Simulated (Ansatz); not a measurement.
**C5H2BF7O3: one species, many methods**

Aim: compute C5H2BF7O3 with functionals from several rungs and with coupled cluster. The yardstick is the atomisation energy at the CCSD(T) limit.

Program: Ansatz 0.2.0, Gaussian basis. Level of theory: functionals in def2-TZVPP, the program's frozen cores in correlated methods. These are calculated values, not measurements.

Levels to be run: LDA (SPW92), PBE-D4, revPBE-D4, BLYP-D4, r2SCAN-D4, B97M-V, PBE0-D4, B3LYP-D4, r2SCANh-D4, r2SCAN0-D4, HSE06-D4, BHLYP-D4, CAM-B3LYP-D4, LC-ωPBE, ωB97X-V, ωB97M-V, B2PLYP, PBE-QIDH; CCSD(T)/def2-SVP; CCSD(T)/def2-TZVPP; MP2/def2-QZVPP; extrapolation to the limit; RPA on PBE.

## 1. Structure used throughout

An earlier PBE0-D4 in a triple-zeta def2 set relaxation fixed the geometry.

SMILES `O[B-]1(F)OC(C(F)(F)F)=CC(C(F)(F)F)=[O+]1`, 18 atoms, charge 0, spin multiplicity 1.

Atoms are counted from 1 here; the program's logs count them from 0.

Bond lengths: O1–B2 1.387 Å, O1–H17 0.958 Å, B2–F3 1.353 Å, B2–O4 1.545 Å, B2–O16 1.545 Å, O4–C5 1.262 Å, C5–C6 1.530 Å, C5–C10 1.384 Å, C6–F7 1.331 Å, C6–F8 1.328 Å, C6–F9 1.327 Å, C10–C11 1.384 Å, C10–H18 1.076 Å, C11–C12 1.530 Å, C11–O16 1.262 Å, C12–F13 1.331 Å, C12–F14 1.327 Å, C12–F15 1.328 Å. Angles: B2–O1–H17 112.7°, O1–B2–F3 119.0°, O1–B2–O4 108.4°, O1–B2–O16 108.4°, F3–B2–O4 107.6°, F3–B2–O16 107.6°, O4–B2–O16 105.1°, B2–O4–C5 122.6°, O4–C5–C6 113.9°, O4–C5–C10 124.7°, C6–C5–C10 121.4°, C5–C6–F7 111.1°, C5–C6–F8 109.9°, C5–C6–F9 110.1°, F7–C6–F8 108.4°, F7–C6–F9 108.5°, F8–C6–F9 108.7°, C5–C10–C11 115.5° and more.

As a file:

```tsv
atom	x (Å)	y (Å)	z (Å)
O1	1.6236	0.0833	2.1313
B2	0.3204	-0.3061	1.8610
F3	-0.4392	-0.7953	2.8677
O4	-0.4314	0.8980	1.2510
C5	-0.5127	1.0895	0.0066
C6	-1.1068	2.4464	-0.3747
F7	-1.1426	2.5996	-1.6964
F8	-2.3460	2.5454	0.0935
F9	-0.3762	3.4256	0.1424
C10	-0.1472	0.1668	-0.9576
C11	0.2353	-1.0746	-0.4806
C12	0.5135	-2.2411	-1.4300
F13	0.3958	-1.8635	-2.7009
F14	1.7438	-2.6998	-1.2400
F15	-0.3488	-3.2255	-1.2024
O16	0.3520	-1.3696	0.7405
H17	1.8636	-0.0411	3.0505
H18	-0.2346	0.3735	-2.0102
```

## 2. LDA

This LDA is Slater exchange with PW92 correlation.

File in.yaml:

```yaml
crystal:
  periodic: [false, false, false]
  atoms:
    - {symbol: O, position_ang: [1.623639, 0.083306, 2.131329]}
    - {symbol: B, position_ang: [0.320437, -0.306147, 1.861002]}
    - {symbol: F, position_ang: [-0.439232, -0.795266, 2.867730]}
    - {symbol: O, position_ang: [-0.431438, 0.897952, 1.250955]}
    - {symbol: C, position_ang: [-0.512694, 1.089494, 0.006556]}
    - {symbol: C, position_ang: [-1.106817, 2.446393, -0.374717]}
    - {symbol: F, position_ang: [-1.142595, 2.599640, -1.696441]}
    - {symbol: F, position_ang: [-2.345986, 2.545364, 0.093545]}
    - {symbol: F, position_ang: [-0.376232, 3.425576, 0.142446]}
    - {symbol: C, position_ang: [-0.147164, 0.166753, -0.957601]}
    - {symbol: C, position_ang: [0.235288, -1.074572, -0.480623]}
    - {symbol: C, position_ang: [0.513528, -2.241144, -1.429957]}
    - {symbol: F, position_ang: [0.395758, -1.863490, -2.700860]}
    - {symbol: F, position_ang: [1.743846, -2.699780, -1.239970]}
    - {symbol: F, position_ang: [-0.348802, -3.225524, -1.202372]}
    - {symbol: O, position_ang: [0.352030, -1.369599, 0.740499]}
    - {symbol: H, position_ang: [1.863577, -0.041053, 3.050526]}
    - {symbol: H, position_ang: [-0.234642, 0.373494, -2.010248]}
basis:
  gaussian: {orbitals: def2-TZVPP}
hamiltonian: {xc: lda}
output: {orbitals: {seedname: orbitals}}
```

The run is started by

```
$ ansatz run in.yaml --threads 11 --pin off --events-out ev --progress --plain --max-ram 174080MiB --backend cuda --devices 0, --max-vram 75GiB
```

The runs that follow: PBE-D4 (GGA); revPBE-D4 (GGA); BLYP-D4 (GGA); r2SCAN-D4 (meta-GGA); B97M-V (meta-GGA); B3LYP-D4 (hybrid); r2SCANh-D4 (hybrid); r2SCAN0-D4 (hybrid); HSE06-D4 (hybrid); BHLYP-D4 (hybrid); CAM-B3LYP-D4 (range-separated); LC-ωPBE (range-separated); ωB97X-V (range-separated); ωB97M-V (range-separated); B2PLYP (double hybrid); PBE-QIDH (double hybrid); CCSD(T) in def2-SVP; CCSD(T) in def2-TZVPP; MP2 in def2-QZVPP; RPA on PBE orbitals.

Before running them: what should the planned runs give, taken together? Wanted: atomisation energy, CCSD(T)/CBS; farthest beyond LDA; mean size of error, GGA; mean size of error, meta-GGA; mean size of error, hybrid; mean size of error, range-separated; mean size of error, double hybrid; gap, smallest and largest; T1 diagnostic.

**Answer**, as computed:

```
                               quantity                                      value
        atomisation energy, CCSD(T)/CBS                                  87.383 eV
    functionals within 0.437 eV (0.5 %)             B3LYP-D4, r2SCANh-D4, PBE-QIDH
                    farthest beyond LDA                       BHLYP-D4 (-5.076 eV)
                mean size of error, GGA                                   2.429 eV
           mean size of error, meta-GGA                                   1.053 eV
             mean size of error, hybrid                                   1.622 eV
    mean size of error, range-separated                                   0.848 eV
      mean size of error, double hybrid                                   0.377 eV
              gap, smallest and largest  3.24 eV (LDA (SPW92)), 10.02 eV (LC-ωPBE)
                          T1 diagnostic                                     0.0154
triples share of the correlation energy                                      3.7 %
```

In words: The LDA atomisation energy is off by 19.693 eV (23 %): it overbinds. PBE-D4 misses by +4.987 eV. Double hybrids carry the basis error of their MP2 part in triple zeta, and no dispersion term here, so their miss is partly the set-up's. Taken by rung, double hybrid functionals do best (0.377 eV on average) and GGA ones worst beyond LDA (2.429 eV). The reference freezes the cores and leaves out relativity and excitations past (T), so misses under about 0.437 eV can't be ranked. Hartree-Fock recovers 68 % of the binding; the rest is correlation. CCSD(T) in def2-SVP is off by -3.663 eV, so the small basis spoils what the method gains. The gap grows from 3.2 to 10.0 eV across the functionals, mostly with the share of exact exchange.
